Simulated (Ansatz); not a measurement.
# C4H7AlO: a ladder of functionals and wavefunction methods

An exercise on one series of results from a longer session: the logs are not shown, and one member is left open.

The runs use Ansatz 0.2.0, Gaussian basis; functionals in def2-TZVPP, the program's frozen cores in correlated methods.

Levels to be run: PBE-D4, r2SCAN-D4, PBE0-D4, B3LYP-D4, ωB97X-V, ωB97M-V, B2PLYP; CCSD(T)/def2-TZVPP; MP2/def2-QZVPP; extrapolation to the limit.

## Structure used throughout

The geometry comes from an earlier relaxation with PBE0-D4 in a triple-zeta def2 set; it is a stationary point, not always the lowest conformer.

SMILES `C=C(C)[CH]1[O][AlH]1`, 13 atoms, charge 0, spin multiplicity 1.

Atoms are counted from 1 here; the program's logs count them from 0.

Bond lengths: C1–C2 1.335 Å, C1–H7 1.084 Å, C1–H8 1.083 Å, C2–C3 1.497 Å, C2–C4 1.471 Å, C3–H9 1.095 Å, C3–H10 1.095 Å, C3–H11 1.090 Å, C4–O5 1.469 Å, C4–Al6 1.898 Å, C4–H12 1.092 Å, O5–Al6 1.709 Å, Al6–H13 1.568 Å. Angles: C2–C1–H7 121.0°, C2–C1–H8 120.8°, H7–C1–H8 118.2°, C1–C2–C3 122.8°, C1–C2–C4 122.4°, C3–C2–C4 114.9°, C2–C3–H9 110.7°, C2–C3–H10 111.1°, C2–C3–H11 111.3°, H9–C3–H10 106.8°, H9–C3–H11 108.3°, H10–C3–H11 108.5°, C2–C4–O5 116.1°, C2–C4–Al6 121.5°, C2–C4–H12 113.4°, O5–C4–Al6 59.4°, O5–C4–H12 112.5°, Al6–C4–H12 121.5° and more.

Coordinates:

```xyz
13
C4H7AlO
C    -0.1465   -0.9487   -1.2884
C     0.0377   -0.4919   -0.0476
C     1.0261   -1.0966    0.9000
C    -0.7188    0.6487    0.4926
O    -1.7556    1.2098   -0.3833
Al   -0.5319    2.3934   -0.2303
H     0.4254   -1.7893   -1.6634
H    -0.8933   -0.5072   -1.9368
H     0.5199   -1.4995    1.7832
H     1.7378   -0.3464    1.2589
H     1.5840   -1.9052    0.4272
H    -1.0755    0.4880    1.5123
H    -0.1889    3.8100   -0.8095
```

Set-up of the first run:

in.yaml reads:

```yaml
crystal:
  periodic: [false, false, false]
  atoms:
    - {symbol: C, position_ang: [-0.146483, -0.948711, -1.288374]}
    - {symbol: C, position_ang: [0.037664, -0.491946, -0.047562]}
    - {symbol: C, position_ang: [1.026094, -1.096578, 0.900000]}
    - {symbol: C, position_ang: [-0.718809, 0.648708, 0.492553]}
    - {symbol: O, position_ang: [-1.755552, 1.209786, -0.383262]}
    - {symbol: Al, position_ang: [-0.531911, 2.393366, -0.230302]}
    - {symbol: H, position_ang: [0.425355, -1.789266, -1.663426]}
    - {symbol: H, position_ang: [-0.893303, -0.507218, -1.936816]}
    - {symbol: H, position_ang: [0.519907, -1.499464, 1.783239]}
    - {symbol: H, position_ang: [1.737845, -0.346421, 1.258865]}
    - {symbol: H, position_ang: [1.584030, -1.905202, 0.427220]}
    - {symbol: H, position_ang: [-1.075534, 0.488033, 1.512310]}
    - {symbol: H, position_ang: [-0.188902, 3.810012, -0.809544]}
basis:
  gaussian: {orbitals: def2-TZVPP}
hamiltonian: {xc: pbe, dispersion: d4}
output: {forces: true, orbitals: {seedname: orbitals}}
```

On the command line:

```console
> ansatz run in.yaml --threads 4 --pin off --events-out ev --progress --plain --max-ram 10444MiB
```

Among the steps run: PBE-D4 (GGA); r2SCAN-D4 (meta-GGA); PBE0-D4 (hybrid); B3LYP-D4 (hybrid); ωB97X-V (range-separated); ωB97M-V (range-separated); B2PLYP (double hybrid); CCSD(T) in def2-TZVPP; MP2 in def2-QZVPP.

One table of the session follows, with a row left open; its other results are not shown here.

```
            method  atomisation energy (kcal/mol)
            PBE-D4                         1259.2
         r2SCAN-D4                         1233.8
           PBE0-D4                         1233.4
          B3LYP-D4                         1225.1
           ωB97X-V                         1226.6
           ωB97M-V                         1229.0
            B2PLYP                         1213.8
     HF/def2-TZVPP                              ?
    MP2/def2-TZVPP                         1220.6
   CCSD/def2-TZVPP                         1173.1
CCSD(T)/def2-TZVPP                         1194.4
           MP2/CBS                         1251.6
       CCSD(T)/CBS                         1225.4
```

Q: Estimate the row for HF/def2-TZVPP from the others.

The run gave: atomisation energy (kcal/mol): 885.4. In the column «atomisation energy (kcal/mol)» it is the lowest.

To keep in mind: Free atoms (4 C, 1 O, 1 Al, 7 H) were run apart at each level; the atomisation energy is their sum less the molecule, without zero-point or spin-orbit terms.
